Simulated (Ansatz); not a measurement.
# ClH3OSi: the cost of one run

Method: PBE0-D4/def2-TZVP structures, single points in def2-TZVPP, no counterpoise correction; program: Ansatz 0.2.0, Gaussian basis.

Levels: SPW92, PBE-D4, BLYP-D4, r2SCAN-D4, B97M-V, PBE0-D4, B3LYP-D4, r2SCAN0-D4, BHLYP-D4, CAM-B3LYP-D4, wB97X-V, wB97M-V, B2PLYP, PBE-QIDH, RPA on PBE, Hartree-Fock, MP2, CCSD, CCSD(T).

Correlated methods freeze the cores. B3LYP uses VWN-RPA correlation. B2PLYP carries no dispersion term here.

94 further runs of the same task are left out: 94 set aside as unsound or not needed.

## Step 1: The system as given

The complex: 10 atoms, charge 0, spin multiplicity 1.

Atoms are counted from 1 here; the program's logs count them from 0.

Bond lengths: Si1–H3 1.505 Å, Si1–H4 1.488 Å, Si1–O5 1.667 Å, Si1–Cl7 2.105 Å, N2–H6 1.013 Å, N2–H8 1.014 Å, N2–H9 1.014 Å, O5–H10 0.960 Å. Angles: H3–Si1–H4 101.4°, H3–Si1–O5 98.4°, H3–Si1–Cl7 95.9°, H4–Si1–O5 120.5°, H4–Si1–Cl7 113.0°, O5–Si1–Cl7 120.0°, H6–N2–H8 108.6°, H6–N2–H9 109.5°, H8–N2–H9 108.3°, Si1–O5–H10 110.8°.

Coordinates:

```
atom    x (Å)    y (Å)    z (Å)
 Si1  -0.3723   0.6184  -0.4924
  N2   0.3628  -0.6304   1.1189
  H3  -0.8227   1.4411  -1.6689
  H4  -1.5375   0.7519   0.4232
  O5  -0.0872  -0.8151  -1.2933
  H6   0.3862  -0.1258   1.9972
 Cl7   1.2380   1.8658   0.0380
  H8   1.3018  -0.9437   0.9003
  H9  -0.2311  -1.4470   1.2131
 H10  -0.2377  -0.7154  -2.2360
```

Its parts: ClH₃OSi holds atoms 1, 3, 4, 5, 7, 10; NH₃ holds atoms 2, 6, 8, 9. Each part counts its atoms afresh in its own runs.

## Step 2: Relaxing ClH₃OSi alone

File relax-a/in.yaml:

```yaml
crystal:
  periodic: [false, false, false]
  atoms:
    - {symbol: Si, position_ang: [-0.372332, 0.618418, -0.492380]}
    - {symbol: H, position_ang: [-0.822660, 1.441131, -1.668923]}
    - {symbol: H, position_ang: [-1.537491, 0.751907, 0.423196]}
    - {symbol: O, position_ang: [-0.087236, -0.815118, -1.293320]}
    - {symbol: Cl, position_ang: [1.237978, 1.865839, 0.038022]}
    - {symbol: H, position_ang: [-0.237724, -0.715381, -2.236003]}
basis:
  gaussian: {orbitals: def2-TZVP}
hamiltonian: {xc: pbe0, dispersion: d4}
relax: {f_tol: 0.005, max_steps: 200}
```

The run is started by

```sh
ansatz run in.yaml --threads 4 --pin off --events-out ev --progress --plain --max-ram 9574MiB
```

**Question.** How long does this run take on 4 threads of Arm Neoverse V2, shared host?

About 8 s.
